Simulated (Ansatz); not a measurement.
# AlSiNH6O (SMILES O[SiH2][NH][AlH2]) at BLYP/6-31G(d) (spherical functions)

What is the vertical singlet–triplet gap of AlSiNH6O at BLYP/6-31G* (spherical functions)? 

The calculation is run with Ansatz 0.2.0.

130 further runs of the same task are left out: 130 set aside as unsound or not needed. Runs told in other sessions of the task aren't counted.

## 1. Starting point

The species is AlSiNH6O (10 atoms), meant as a singlet with charge 0. SMILES: `O[SiH2][NH][AlH2]`. The coordinates come from a PBE0-D4/def2-TZVP relaxation. This is one conformer, not always the lowest.

Bond lengths: O1–Si2 1.650 Å, Si2–N3 1.711 Å, N3–Al4 1.785 Å, O1–H5 0.958 Å, Si2–H6 1.486 Å, Si2–H7 1.491 Å, N3–H8 1.013 Å, Al4–H9 1.580 Å, Al4–H10 1.583 Å. Some angles: O1–Si2–N3 109.6°, Si2–N3–Al4 128.8°, O1–Si2–H6 111.3°, O1–Si2–H7 107.7°, N3–Si2–H6 106.5°, N3–Si2–H7 112.1°, Si2–O1–H5 117.1°, Si2–N3–H8 114.7°, Al4–N3–H8 116.5°, N3–Al4–H9 118.3°.

## 2. The energy at BLYP/6-31G(d) (spherical functions)

Contents of run.yaml:

```yaml
basis:
  gaussian:
    orbitals: 6-31G_st_-spherical.json
crystal:
  periodic: [false, false, false]
  atoms:
    - {symbol: O, position_ang: [-1.817400, -0.693800, -1.056500]}
    - {symbol: Si, position_ang: [-0.576600, 0.373900, -0.851600]}
    - {symbol: N, position_ang: [0.693300, -0.382300, 0.009600]}
    - {symbol: Al, position_ang: [1.233300, -0.094800, 1.686300]}
    - {symbol: H, position_ang: [-2.399800, -0.547900, -1.803100]}
    - {symbol: H, position_ang: [-1.000200, 1.543800, -0.039500]}
    - {symbol: H, position_ang: [-0.142800, 0.831300, -2.203200]}
    - {symbol: H, position_ang: [1.159400, -1.127800, -0.493000]}
    - {symbol: H, position_ang: [0.508400, 1.030600, 2.525200]}
    - {symbol: H, position_ang: [2.425400, -0.984200, 2.228700]}
accuracy: high
output: {orbitals: {seedname: orbitals}}
hamiltonian:
  xc: {name: BLYP}
```

The basis set 6-31G* is read from a file made from the Basis Set Exchange's data (not shown).

On the command line:

```bash
$ ansatz run run.yaml --threads 1 --pin off --max-ram 3480MiB --events-out events.jsonl --progress --plain --runs-dir runs
```

The program printed:

```text
Warning: RAYON_NUM_THREADS=1 ignored (pool sized by the plan → 1); use --threads N
Functional definition: BLYP
  name "BLYP"
  parameter beta = 0.0042
  parameter a = 0.04918
  parameter b = 0.132
  parameter c = 0.2533
  parameter d = 0.349
  exchange = b88_x(beta = beta)
  correlation = lyp_c(a = a, b = b, c = c, d = d)
1750 factors; integrals over basis functions are off by at most 4.4e-9 eV
mean field evaluation 1: about -18093.5911 eV, gradient 8.8e1 eV
mean field evaluation 2: about -18015.3098 eV, gradient 1.8e2 eV
mean field evaluation 4: about -18108.7286 eV, gradient 7.9e0 eV
mean field evaluation 8: about -18108.9212 eV, gradient 2.0e-1 eV
mean field evaluation 16: about -18108.9213 eV, gradient 9.2e-6 eV
mean field -18108.92133358 eV, -665.4905843414 hartree, gradient 2.1e-8 eV, S^2 0.000000; 0 other end points of the search recorded, 0 dependent functions left out
reference -18108.92139636 eV, -665.4905866486 hartree; 24, 24 occupied and 52, 52 virtual orbitals, 1750 factors
Total energy: -18108.92139636 eV, -665.4905866486 hartree
```

It took 5.7 s on 1 thread of Arm Neoverse V2, shared host; peak memory 0.2 GiB.

## 3. The triplet

Contents of run.yaml:

```yaml
crystal:
  periodic: [false, false, false]
  atoms:
    - symbol: O
      position_ang: [-1.817400, -0.693800, -1.056500]
    - symbol: Si
      position_ang: [-0.576600, 0.373900, -0.851600]
    - symbol: "N"
      position_ang: [0.693300, -0.382300, 0.009600]
    - symbol: Al
      position_ang: [1.233300, -0.094800, 1.686300]
    - symbol: H
      position_ang: [-2.399800, -0.547900, -1.803100]
    - symbol: H
      position_ang: [-1.000200, 1.543800, -0.039500]
    - symbol: H
      position_ang: [-0.142800, 0.831300, -2.203200]
    - symbol: H
      position_ang: [1.159400, -1.127800, -0.493000]
    - symbol: H
      position_ang: [0.508400, 1.030600, 2.525200]
    - symbol: H
      position_ang: [2.425400, -0.984200, 2.228700]
basis:
  gaussian:
    orbitals: 6-31G_st_-spherical.json
magnetization:
  spin_polarized: true
  initial_magnetization: 2
hamiltonian:
  xc: {name: BLYP}
accuracy: high
output: {orbitals: {seedname: orbitals}}
```

The basis set 6-31G* is read from a file made from the Basis Set Exchange's data (not shown).

On the command line:

```bash
$ ansatz run run.yaml --threads 1 --pin off --max-ram 3480MiB --events-out events.jsonl --progress --plain --runs-dir runs
```

The program printed (excerpt; [...] marks lines left out):

```text
Warning: RAYON_NUM_THREADS=1 ignored (pool sized by the plan → 1); use --threads N
[... 9 set-up lines as earlier in the session ...]
1750 factors; integrals over basis functions are off by at most 4.4e-9 eV
mean field evaluation 1: about -18087.7229 eV, gradient 6.3e1 eV
mean field evaluation 2: about -17965.4304 eV, gradient 1.4e2 eV
mean field evaluation 4: about -18089.6088 eV, gradient 4.3e1 eV
mean field evaluation 8: about -18102.2137 eV, gradient 1.3e1 eV
mean field evaluation 16: about -18103.8879 eV, gradient 1.4e-1 eV
mean field evaluation 32: about -18100.7144 eV, gradient 1.4e1 eV
mean field -18103.88889395 eV, -665.3056455959 hartree, gradient 3.1e-8 eV, S^2 2.002753; 4 other end points of the search recorded, 0 dependent functions left out
reference -18103.88895560 eV, -665.3056478615 hartree; 25, 23 occupied and 51, 53 virtual orbitals, 1750 factors
Total energy: -18103.88895560 eV, -665.3056478615 hartree
```

It took 20 s on 1 thread of Arm Neoverse V2, shared host; peak memory 0.29 GiB.

## 4. Outcome

At BLYP/6-31G* (spherical functions):

```
                                        quantity          value
                           singlet: total energy  -665.49059 Eh
                            singlet: HOMO energy       -6.28 eV
                            singlet: LUMO energy       -1.39 eV
                          singlet: HOMO–LUMO gap        4.88 eV
                           triplet: total energy  -665.30565 Eh
     triplet: HOMO energy (highest over α and β)       -1.79 eV
                                   triplet: ⟨S²⟩          2.003
vertical energy of the triplet above the singlet       5.032 eV
```

**Reading.** At this shape the triplet lies 5.03 eV (486 kJ/mol) above the singlet.
